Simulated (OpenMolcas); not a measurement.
# Cr³⁺ among point charges: CASSCF and CASPT2 levels and susceptibility

How does a field of 6 point charges split the states of Cr³⁺, and what χT follows?

Method: state-averaged CASSCF and CASPT2, spin-orbit coupling by RASSI with atomic mean-field integrals. Code: OpenMolcas 26.06.

### 1 What is computed

```
Species                           : Cr³⁺ (chromium, Z = 24, 21 electrons)
Basis                             : ANO-RCC-VDZP [5s4p2d1f], 34 functions
Scalar Hamiltonian                : DKH2, point nucleus
Inactive shells                   : 1s 2s 2p 3s 3p
Active space                      : 3 electrons in 5 orbitals (3d)
Some configurations of this space : 3d3
Orbitals                          : optimised for each spin and parity, averaged over all roots
```

Outer shells as boxes (Hund's rule):

3d3
```
3d [↑ ][↑ ][↑ ][  ][  ]
```

The ion sits among 6 point charges of -0.5 e arranged as a trigonal prism (D3h), 2.01 Å from the ion, with a polar angle of 43.7° against the regular 49.1°.

Each step is its own input file, run in one work folder so that later steps find the files of earlier ones. Labels, J, g values, rates, χT and fits are worked out afterwards by a script from the matrices that RASSI stores.

### 2 GATEWAY and SEWARD: basis and integrals

Contents of a.inp:

```
&GATEWAY
Coord
1

Cr 0.0 0.0 0.0
Basis=ANO-RCC-VDZP
Group=NoSym
NoMove
AngMom=0.0 0.0 0.0
AMFI
XField
6 Angstrom 0
1.388648 0.000000 1.453188 -0.500000
-0.694324 1.202605 1.453188 -0.500000
-0.694324 -1.202605 1.453188 -0.500000
1.388648 0.000000 -1.453188 -0.500000
-0.694324 1.202605 -1.453188 -0.500000
-0.694324 -1.202605 -1.453188 -0.500000
&SEWARD
```

Started as:

```bash
> OMP_NUM_THREADS=1 MOLCAS_MEM=1689 MOLCAS_PROJECT=a pymolcas a.inp > a.log
```

### 3 CASSCF: quartets, 10 roots

Contents of a.inp:

```
&RASSCF
FileOrb=start.orb
Symmetry=1
Spin=4
nActEl=3 0 0
Inactive=9
Ras2=5
CIRoot=10 10 1
SDav=10
CIMx=300
Iter=120 100
PrWF=0.3
OrbListing=Nothing
MaxOrb=0
>>> COPY $Project.JobIph JOB001
```

start.orb holds the contracted functions of the basis, ordered by shell, or the orbitals of the step before.

### 4 CASSCF: doublets, 40 roots

Contents of a.inp:

```
&RASSCF
FileOrb=start.orb
Symmetry=1
Spin=2
nActEl=3 0 0
Inactive=9
Ras2=5
CIRoot=40 40 1
SDav=40
CIMx=300
Iter=120 100
PrWF=0.3
OrbListing=Nothing
MaxOrb=0
>>> COPY $Project.JobIph JOB002
```

### 5 RASSI: spin-orbit coupling between the states

Contents of a.inp:

```
&RASSI
NrOfJobIphs=2 10 40
1 2 3 4 5 6 7 8 9 10
1 2 3 4 5 6 7 8 9 10 11 12 13 14 15 16 17 18 19 20 21 22 23 24 25 26 27
28 29 30 31 32 33 34 35 36 37 38 39 40
IphNames
JOB001
JOB002
EJob
SpinOrbit
DIPRint=1.0
SOCoupling=1000.0
Subsets=2
Property=9
'ANGMOM' 1 'ANGMOM' 2 'ANGMOM' 3 'MLTPL  1' 1 'MLTPL  1' 2 'MLTPL  1' 3
'AMFI' 1 'AMFI' 2 'AMFI' 3
SOProperty=3
'ANGMOM' 1 'ANGMOM' 2 'ANGMOM' 3
```

### 6 CASPT2: IPEA 0.25, imaginary shift 0.1 (closed shells correlated: 3s 3p)

Contents of a.inp:

```
>>> COPY JOB001 $Project.JobIph
&CASPT2
Multistate=10 1 2 3 4 5 6 7 8 9 10
NoMult
Frozen=5
IPEA=0.25
Imaginary=0.1
MaxIter=60
WThr=0.0 0.3 0.05
PrWF=0.5
NoMix
>>> COPY JOB002 $Project.JobIph
&CASPT2
Multistate=40 1 2 3 4 5 6 7 8 9 10 11 12 13 14 15 16 17 18 19 20 21 22
23 24 25 26 27 28 29 30 31 32 33 34 35 36 37 38 39 40
NoMult
Frozen=5
IPEA=0.25
Imaginary=0.1
MaxIter=60
WThr=0.0 0.3 0.05
PrWF=0.5
NoMix
```

(Steps that only read results are left out.)

**Question.** What will these runs give? Wanted: spin-free ground state; first state of the same spin within the active space; lowest level; next level.

**Answer**, as computed:

| quantity | value |
| --- | --- |
| method | SS-CASPT2, IPEA 0.25, imaginary shift 0.1 (closed shells correlated: 3s 3p) |
| spin-free ground state | 4A2, 1-fold in its orbital part |
| first state of the same spin within the active space | 4E at 410 cm⁻¹ |
| lowest level | 2-fold E1/2, g = 1.33, 1.33, 1.97 |
| next level | 184.5 cm⁻¹ |
| χT at 300 K | 1.01 cm³ K/mol |
| effective moment at 300 K | 2.85 μB |

Cost by method:

| method | time of its own steps | time with the reference |
| --- | --- | --- |
| A. CASSCF | 8.7 s | 8.7 s |
| B. SS-CASPT2, IPEA 0.25, imaginary shift 0.1, +3s 3p | 3.6 s | 12 s |

Times are of one thread on a shared host.

The spin-free ground state (4A2) comes to 99 % from free-ion F terms and keeps the highest spin of the shell. χT at 300 K is 1.01, against 1.88 cm³ K/mol for the spin alone, so spin-orbit coupling lowers it. CASPT2 does not keep the components of a term degenerate, and the means are used. The field of point charges can differ much from that of real complexes. Point charges carry no covalency, so the field is a model and not that of real ligands.
